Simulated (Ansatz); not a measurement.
**ClFH2NSi radical: an energy map over angle H5–N1–Si2 and dihedral H5–N1–Si2–F3**

Aim: map the energy of ClFH2NSi, SMILES N[Si](F)Cl, spin multiplicity 2 over two coordinates, and find its wells, ridges and stiffness.

The runs use Ansatz 0.2.0; UKS PBE0-D4/def2-SVP.

**1. The starting structure**

SMILES `N[Si](F)Cl`, 6 atoms, charge 0, spin multiplicity 2.

Atoms are counted from 1 here; the program's logs count them from 0.

Bond lengths: N1–Si2 1.740 Å, N1–H5 1.025 Å, N1–H6 1.025 Å, Si2–F3 1.643 Å, Si2–Cl4 2.093 Å. Angles: Si2–N1–H5 118.1°, Si2–N1–H6 118.0°, H5–N1–H6 110.8°, N1–Si2–F3 105.5°, N1–Si2–Cl4 106.6°, F3–Si2–Cl4 110.2°.

As a file:

```
N    -0.45779    0.76167    0.09204
Si    0.43860   -0.61007   -0.49302
F     1.99414   -0.34534   -0.03578
Cl   -0.32990   -2.28981    0.49150
H    -1.48120    0.72156    0.05522
H    -0.12165    1.69799   -0.15626
```

This geometry comes from a loose relaxation at PBE in a small basis, which is not shown.

**3. Plan of the scan**

- angle H5–N1–Si2: 15 values from 95.3 to 145.3 °
- dihedral H5–N1–Si2–F3: 15 values from −180 to 156 °, periodic

Nothing else is relaxed (all other coordinates rigid). Energies count from the relaxed molecule at the same level. Points are written as (first, second).

(The set-up runs are not shown.)

**4. Point (127.4°, 36°)**

input.yaml reads:

```yaml
crystal:
  periodic: [false, false, false]
  atoms:
    - { symbol: "N", position_ang: [-0.462624, 0.750829, 0.046984] }
    - { symbol: Si, position_ang: [0.430848, -0.612121, -0.489179] }
    - { symbol: F, position_ang: [-0.430899, -1.257139, -1.707351] }
    - { symbol: Cl, position_ang: [2.254766, 0.075035, -1.197311] }
    - { symbol: H, position_ang: [-1.471294, 0.844789, 0.098665] }
    - { symbol: H, position_ang: [-0.104871, 1.686291, -0.118322] }
magnetization:
  spin_polarized: true
  initial_magnetization: 1
basis:
  gaussian: { orbitals: def2-SVP }
hamiltonian:
  xc: pbe0
  dispersion: d4
output:
  forces: true
```

The run is started by

```sh
> ansatz run input.yaml --threads 1 --pin off --max-ram 2560MiB --backend cpu --events-out ev --progress --plain --runs-dir out
```

Further runs follow: the other points that were computed.

Q: Predict the outcome of this session. Wanted: lowest point; highest computed point; largest force on an atom.

As calculated:

```
                       quantity                                                                      value
                   lowest point                                                 (120.3°, −156°), 0.0045 eV
         highest computed point                                   (95.3°, 108°), 0.583 eV above the lowest
largest force on an atom (eV/Å)  0.08 at (120.3°, −156°) to 2.33 at (95.3°, 84°); 0.08 at the lowest point
        time for the whole task                                            29 min on 1 thread, shared host
```

What this shows: The lowest computed point is at (120.3°, −156°), 0.0045 eV from the relaxed molecule at the same level. There is a further well near (120.3°, 12°) (0.057 eV above the lowest at that grid point). The highest computed point, (95.3°, 108°), lies 0.583 eV above the lowest. On the interpolated surface the easiest way out of the lowest well to the well at (120.3°, 12°) passes a barrier of about 0.14 eV. Round the minimum the two coordinates are nearly uncoupled.
